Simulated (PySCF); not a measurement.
# A diatomic session: SrIn+

What are the lowest state that PBE0 finds, the bond length, vibrational wavenumber and bond energy of SrIn+, and how much do these hang on the method?

Method: Sr def2-SVPD with ECP28, In def2-SVPD with ECP28, scalar-relativistic core potentials; program: PySCF 2.14.0.

### 1 Set-up

The job is set up so:

* atoms: Sr, In
* charge: 1
* basis: Sr def2-SVPD with ECP28, In def2-SVPD with ECP28
* Hamiltonian: scalar-relativistic core potentials
* basis functions: 58
* electrons treated: 30
* masses in u: 87.9056, 114.9039
* levels: PBE0, PBE, r²SCAN, M06, TPSS, BLYP, LC-ωPBE, HF, MP2, SCS-MP2, CCSD, CCSD(T)
* grid: 80 radial by 434 angular points
* occupations: held fixed by the projection of orbital angular momentum
* dissociation limit: Sr+ + In, each in its ground configuration
* starting distance in angstrom: 3.200
* values of 2S to try: 0, 2

Started as:

```sh
$ OMP_NUM_THREADS=1 python dia.py task.json out
```

The runs that follow: The PBE0 curve of the state that the search chose; Other states along the same grid; PBE; r²SCAN (meta-GGA); M06 (hybrid meta-GGA); TPSS; BLYP (GGA); LC-ωPBE (range-separated hybrid); RHF (mean field); Adding correlation.

**Question.** What will these runs give? Wanted: for each run, Re; ωe; De; μ.

As calculated:

Lowest PBE0 solution found, without spin–orbit coupling: ¹Σ⁺ (singlet), closed shell. State 3 has its PBE0 minimum 0.72 eV higher. The other levels ran on the lowest alone.

```
      level  Re (Å)  ωe (cm⁻¹)  De (eV)  μ (D)
        RHF   3.974       73.8     0.52  -5.44
    RHF-MP2   3.811       80.1     1.20    n/a
RHF-SCS-MP2   3.846       77.4     1.23    n/a
   RHF-CCSD   3.815       79.9     1.29    n/a
RHF-CCSD(T)   3.807       80.2     1.36    n/a
        PBE   3.821       78.7     1.60  -4.63
       BLYP   3.879       73.0     1.58  -4.19
       TPSS   3.815       80.2     1.55  -5.35
     r²SCAN   3.792       83.0     1.24  -5.40
       PBE0   3.804       82.1     1.42  -5.10
        M06   3.804       79.8     1.87  -3.14
    LC-ωPBE   3.737       90.3     1.05  -6.68
```

De is counted to Sr+ + In in their ground configurations. A positive dipole points from Sr to In; in an ion it is taken about the centre of mass and does not tell which atom is negative.

Differences from CCSD(T) in the same basis:

```
      level  Re (mÅ)  ωe (%)
        RHF     +166    -7.9
    RHF-MP2       +3    -0.1
RHF-SCS-MP2      +38    -3.5
   RHF-CCSD       +8    -0.3
        PBE      +14    -1.9
       BLYP      +72    -9.0
       TPSS       +7     0.0
     r²SCAN      -15    +3.6
       PBE0       -4    +2.4
        M06       -3    -0.4
    LC-ωPBE      -70   +12.6
```

Against CCSD(T) in the same basis, the bond length is nearest at RHF-MP2 and M06 (3 mÅ off) and farthest at RHF (+166 mÅ); the wavenumber is nearest at TPSS (0.0 %) and farthest at LC-ωPBE (+12.6 %). CCSD(T) in a basis this small is itself some way from its limit, more so than the functionals. Among the levels with a De in the table, it runs from 0.52 eV (RHF) to 1.87 eV (M06).

Correlated steps freeze 4 core orbitals. These are scalar-relativistic numbers at best; spin–orbit coupling would shift them, the dissociation energy most.
